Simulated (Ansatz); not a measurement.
# GeH5N: the cost of one run

Computed with Ansatz 0.2.0, Gaussian basis. Level: PBE0-D4/def2-TZVP structures, single points in def2-TZVPP, no counterpoise correction.

Levels: SPW92, PBE-D4, BLYP-D4, r2SCAN-D4, B97M-V, PBE0-D4, B3LYP-D4, r2SCAN0-D4, BHLYP-D4, CAM-B3LYP-D4, wB97X-V, wB97M-V, B2PLYP, PBE-QIDH, RPA on PBE, Hartree-Fock, MP2, CCSD, CCSD(T).

Correlated methods freeze the cores. Filled d shells of the heavier atoms are correlated. B3LYP uses VWN-RPA correlation. B2PLYP carries no dispersion term here.

94 further runs of the same task are left out: 94 set aside as unsound or not needed. Runs told in other sessions of the task aren't counted.

**1. Where the work starts**

The complex: 9 atoms, charge 0, spin multiplicity 1.

Atoms are counted from 1 here; the program's logs count them from 0.

Bond lengths: Ge1–H3 1.520 Å, Ge1–H4 1.539 Å, Ge1–H5 1.520 Å, Ge1–N7 1.937 Å, H6–N7 1.130 Å, N7–H8 1.015 Å, N7–H9 1.015 Å. Angles: H3–Ge1–H4 112.4°, H3–Ge1–H5 116.9°, H3–Ge1–N7 105.1°, H4–Ge1–H5 112.4°, H4–Ge1–N7 103.2°, H5–Ge1–N7 105.1°, Ge1–N7–H6 100.2°, Ge1–N7–H8 113.7°, Ge1–N7–H9 113.7°, H6–N7–H8 110.0°, H6–N7–H9 110.0°, H8–N7–H9 108.8°.

Coordinates:

```xyz
9

Ge   -0.7789    0.0091   -0.7829
Br    2.6915    0.0501   -0.4868
H    -0.3193   -1.2606   -1.4805
H    -2.2757   -0.0249   -0.4270
H    -0.3619    1.3291   -1.4104
H     1.1732   -0.0004    0.6295
N     0.0892   -0.0231    0.9485
H    -0.0982   -0.8649    1.4843
H    -0.1199    0.7857    1.5255
```

Its parts: GeNH₅ holds atoms 1, 3, 4, 5, 7, 8, 9; HBr holds atoms 2, 6. Each part counts its atoms afresh in its own runs.

**2. Relaxing GeNH₅ alone**

File relax-a/in.yaml:

```yaml
crystal:
  periodic: [false, false, false]
  atoms:
    - {symbol: Ge, position_ang: [-0.778858, 0.009085, -0.782891]}
    - {symbol: H, position_ang: [-0.319349, -1.260594, -1.480464]}
    - {symbol: H, position_ang: [-2.275744, -0.024938, -0.427031]}
    - {symbol: H, position_ang: [-0.361920, 1.329110, -1.410385]}
    - {symbol: N, position_ang: [0.089201, -0.023083, 0.948508]}
    - {symbol: H, position_ang: [-0.098189, -0.864869, 1.484285]}
    - {symbol: H, position_ang: [-0.119865, 0.785747, 1.525457]}
basis:
  gaussian: {orbitals: def2-TZVP}
hamiltonian: {xc: pbe0, dispersion: d4}
relax: {f_tol: 0.005, max_steps: 200}
```

On the command line:

```
ansatz run in.yaml --threads 4 --pin off --events-out ev --progress --plain --max-ram 9574MiB
```

**Question.** How long does this run take on 4 threads of Arm Neoverse V1, shared host?

About 7.5 s.
